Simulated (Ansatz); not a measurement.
BH₂I, SMILES BI, the interaction energy of a dimer with the counterpoise correction

Computed with Ansatz's Python interface.

Interactive session:
```pycon
>>> import ansatz
>>> BASIS = 'def2-SVP'
>>> FUNCTIONAL = 'r2scan'
>>> DISPERSION = 'd3bj'
>>> FIRST = [
...     ('B', (-0.1952, 0.014, -0.1007)),
...     ('I', (1.6623, -0.3548, 0.898)),
...     ('H', (-1.2207, -0.6123, 0.0989)),
...     ('H', (-0.2465, 0.9532, -0.8961)),
... ]
>>> SECOND = [
...     ('B', (-1.8069, -3.5721, 0.4381)),
...     ('I', (-3.5303, -2.613, -0.3947)),
...     ('H', (-0.9423, -3.0003, 1.0779)),
...     ('H', (-1.7041, -4.7923, 0.3043)),
... ]
>>> def energy(atoms, ghosts=()):
...     molecule = ansatz.Crystal.molecule()
...     for symbol, xyz in atoms:
...         molecule = molecule.atom(symbol, xyz)
...     calc = (
...         molecule.calculation()
...         .basis(gaussian=BASIS)
...         .functional(FUNCTIONAL, dispersion=DISPERSION)
...         .accuracy('medium')
...     )
...     deck = calc.input()
...     if ghosts:
...         deck = deck.set(ansatz.key.basis.gaussian.ghost_atoms, [{'symbol': s, 'position_ang': list(xyz)} for s, xyz in ghosts])
...     return ansatz.Session.from_dict(deck).plan().execute().report['free_energy_ev']
...
>>> # ghost atoms carry the functions of the partner
>>> both = energy(FIRST + SECOND)
DeckWarning: the engine holds no damping parameters fitted to this dispersion correction and functional, so the run takes those fitted to r2scan beside the three-body term, which d3bj leaves out (hamiltonian.dispersion, under Limitations)
>>> alone = energy(FIRST) + energy(SECOND)
>>> ghosted = energy(FIRST, SECOND) + energy(SECOND, FIRST)
>>> print(f'dimer {both:.6f} eV')
dimer -17623.196884 eV
>>> print(f'interaction, uncorrected   {96.485332 * (both - alone):8.3f} kJ/mol')
interaction, uncorrected     -1.700 kJ/mol
>>> print(f'interaction, counterpoise  {96.485332 * (both - ghosted):8.3f} kJ/mol')
interaction, counterpoise    -0.911 kJ/mol
>>> print(f'basis-set superposition    {96.485332 * (alone - ghosted):8.3f} kJ/mol')
basis-set superposition       0.789 kJ/mol
```

Uncorrected it is -1.700 kJ/mol, with the counterpoise correction -0.911 kJ/mol; the difference, 0.789 kJ/mol, is the superposition error.

These settings explore the input space; basis and method may be short of convergence. Warnings are shown shortened and without file and line. The dimer is a generated trial pose of unrelaxed monomers, not a minimum, so the figure is no binding energy, and the basis set is small. def2 sets replace the cores of elements past krypton by effective core potentials. A dispersion term here runs with damping parameters fitted for another variant or functional. Finished in 14 s on 1 thread of Arm Neoverse V2, on a shared host, peak memory 0.21 GiB.
